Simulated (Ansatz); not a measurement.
# BeZnSe2: the cost of one run

Program: Ansatz 0.2.0. Level of theory: DFT PBE, scalar-relativistic, plane waves, PAW. These are calculated values, not measurements.

### Step 1. The structure to begin with

The structure is hexagonal, space group P6/mmm (No. 191). Conventional cell: a = 4.775 Å, b = 4.775 Å, c = 4.440 Å, α = 90.00°, β = 90.00°, γ = 120.00°. Be (site symmetry 6/mmm) is surrounded by 2 Zn at 2.22 Å. Around Zn (site symmetry 6/mmm) lie 2 Be at 2.22 Å and 6 Se at 2.76 Å. Se (site symmetry -6m2) has 3 Zn at 2.76 Å and 3 Se at 2.76 Å as nearest neighbours.

Coordinates:

```cif
data_structure
_symmetry_space_group_name_H-M 'P6/mmm'
_symmetry_Int_Tables_number 191
_cell_length_a 4.7754
_cell_length_b 4.7754
_cell_length_c 4.4403
_cell_angle_alpha 90.000
_cell_angle_beta 90.000
_cell_angle_gamma 120.000
_cell_volume 87.69
loop_
_atom_site_label
_atom_site_type_symbol
_atom_site_symmetry_multiplicity
_atom_site_Wyckoff_symbol
_atom_site_fract_x
_atom_site_fract_y
_atom_site_fract_z
_atom_site_occupancy
Be1 Be 1 b 0.00000 0.00000 0.50000 1
Zn1 Zn 1 a 0.00000 0.00000 0.00000 1
Se1 Se 2 c 0.33333 0.66667 0.00000 1
```

Recipe of the guess: random cell by space group and Wyckoff sites (P6/mmm, No. 191). Lengths come from tabulated atomic sizes and are only a guess.

### Step 2. The guess as it stands, on a coarse mesh

File input.yaml:

```yaml
crystal:
  lattice:
    - [4.77536622, 0.0, 0.0]
    - [-2.38768311, 4.13558846, 0.0]
    - [0.0, 0.0, 4.44031166]
  atoms:
    - { symbol: Be, position: [0.0, 0.0, 0.5] }
    - { symbol: Zn, position: [0.0, 0.0, 0.0] }
    - { symbol: Se, position: [0.33333333, 0.66666667, 0.0] }
    - { symbol: Se, position: [0.66666667, 0.33333333, 0.0] }
basis:
  ecutwfc: 420
kpoints:
  mp_grid: { grid: [6, 6, 4] }
hamiltonian:
  xc: pbe
scf:
  occupations: { method: gaussian, width: 0.1 }
  lower_state_search: "off"
output:
  forces: true
  stress: true
  eigenvalues: true
```

Launch:

```
$ ansatz run input.yaml --threads 1 --pin off --max-ram 2560MiB --backend cpu --events-out ev --progress --plain --runs-dir out
```

**Question.** How long does this run take on 1 thread of Intel Xeon Platinum 8488C (Sapphire Rapids), shared host, and how much memory does it need?

About 2.3 s, with a peak of 0.43 GiB.
